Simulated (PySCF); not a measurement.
# Lu(NH2)3: other functionals and bases at one geometry

An exercise on one series of results from a longer session: the logs are not shown, and one member is left open.

The runs use PySCF 2.14.0; several levels, as the steps say, no spin–orbit coupling.

1 further run of the same task is left out (for a known fault of the program).

## Where the work starts

10 atoms, charge 0, spin multiplicity 1.

Bond lengths: Lu1–N2 2.125 Å, Lu1–N5 2.125 Å, Lu1–N8 2.125 Å, N2–H3 1.020 Å, N2–H4 1.020 Å, N5–H6 1.020 Å, N5–H7 1.020 Å, N8–H9 1.020 Å, N8–H10 1.020 Å. Angles: N2–Lu1–N5 119.9°, N2–Lu1–N8 119.5°, N5–Lu1–N8 120.6°, Lu1–N2–H3 127.3°, Lu1–N2–H4 127.4°, H3–N2–H4 105.3°, Lu1–N5–H6 127.3°, Lu1–N5–H7 127.4°, H6–N5–H7 105.3°, Lu1–N8–H9 128.5°, Lu1–N8–H10 126.2°, H9–N8–H10 105.3°.

Geometry (Å):

```
atom     x (Å)     y (Å)     z (Å)
 Lu1  -0.00909   0.00842  -0.03655
  N2   2.11566  -0.00593  -0.02175
  H3   2.73813   0.79729   0.06922
  H4   2.73069  -0.81674  -0.09079
  N5  -1.05872   1.83865   0.21962
  H6  -0.65843   2.76594   0.36326
  H7  -2.06958   1.97533   0.24014
  N8  -1.06544  -1.82645  -0.22114
  H9  -2.07310  -1.98402  -0.19843
 H10  -0.65013  -2.75249  -0.32359
```

Formal oxidation states: Lu +3. Each metal's 14 4f electrons lie in its core potential, so multiplicities, spins and levels count the valence alone. An earlier session relaxed this geometry at PBE0, Lu lcecp-1-SVP with ECP60, N def2-SVP, H def2-SVP (singlet, point group C1).

At PBE0 on the finer grid: E = -207.629046 Eh, HOMO -6.19 eV, LUMO -1.06 eV, Mulliken charge on Lu1 +0.85 e, largest force component 0.021 eV/Å. 

Levels to run: TPSS; BP86; PBE0, TZVP. Hardware: 2 threads of Arm Neoverse V1, shared host.

Set-up of the first run:

Contents of run.py (the lines that set the calculation):

```python
mol = gto.M(atom='''
Lu    -0.00909     0.00842    -0.03655
N      2.11566    -0.00593    -0.02175
H      2.73813     0.79729     0.06922
H      2.73069    -0.81674    -0.09079
N     -1.05872     1.83865     0.21962
H     -0.65843     2.76594     0.36326
H     -2.06958     1.97533     0.24014
N     -1.06544    -1.82645    -0.22114
H     -2.07310    -1.98402    -0.19843
H     -0.65013    -2.75249    -0.32359''',
    basis={'Lu': 'lcecp-1-SVP', 'N': 'def2-SVP', 'H': 'def2-SVP'},
    ecp={'Lu': 'lcecp-1-SVP'},
    charge=0, spin=0)
mf = dft.RKS(mol, xc='TPSS')
mf.grids.atom_grid = (75, 302)  # f atoms: unpruned, at least (60, 302)
mf = mf.density_fit()  # fitting sets: Lu AutoAux, N def2-universal-JKFIT, H def2-universal-JKFIT
mf.conv_tol = 1e-08; mf.max_cycle = 55
mf.kernel(dm0)  # dm0: the density of the relaxed state
```

Run with:

```sh
> OMP_NUM_THREADS=2 python run.py
```

Steps of the session up to this table: TPSS; BP86; PBE0, TZVP.

One of the session's tables, all rows but one given; the rest of the session is left out.

| level | HOMO (eV) | gap (eV) | charge on Lu1 (e) | dipole (D) | largest force component (eV/Å) |
| --- | --- | --- | --- | --- | --- |
| PBE0 (relaxed here) | -6.19 | 5.13 | 0.85 | 0.07 | 0.02 |
| TPSS | -4.87 | 3.36 | 0.77 | 0.07 | 0.32 |
| BP86 | -4.94 | 3.11 | 0.65 | 0.06 | 0.44 |
| PBE0, TZVP | ? | ? | ? | ? | ? |

**Question.** Estimate the row for PBE0, TZVP.

As computed: HOMO (eV): -6.35; gap (eV): 5.21; charge on Lu1 (e): 1.52; dipole (D): 0.08; largest force component (eV/Å): 0.47. In the column «HOMO (eV)» it is the lowest.

In one basis the HOMO–LUMO gap runs from 3.11 eV (BP86) to 5.13 eV (PBE0). The largest leftover force, 0.47 eV/Å with PBE0, TZVP, stands at a geometry relaxed at another level. With 4f in the core, its levels are missing from HOMO and gap, and its count is fixed, so no charge can pass from the ligands into it. Total energies of different levels can't be compared.
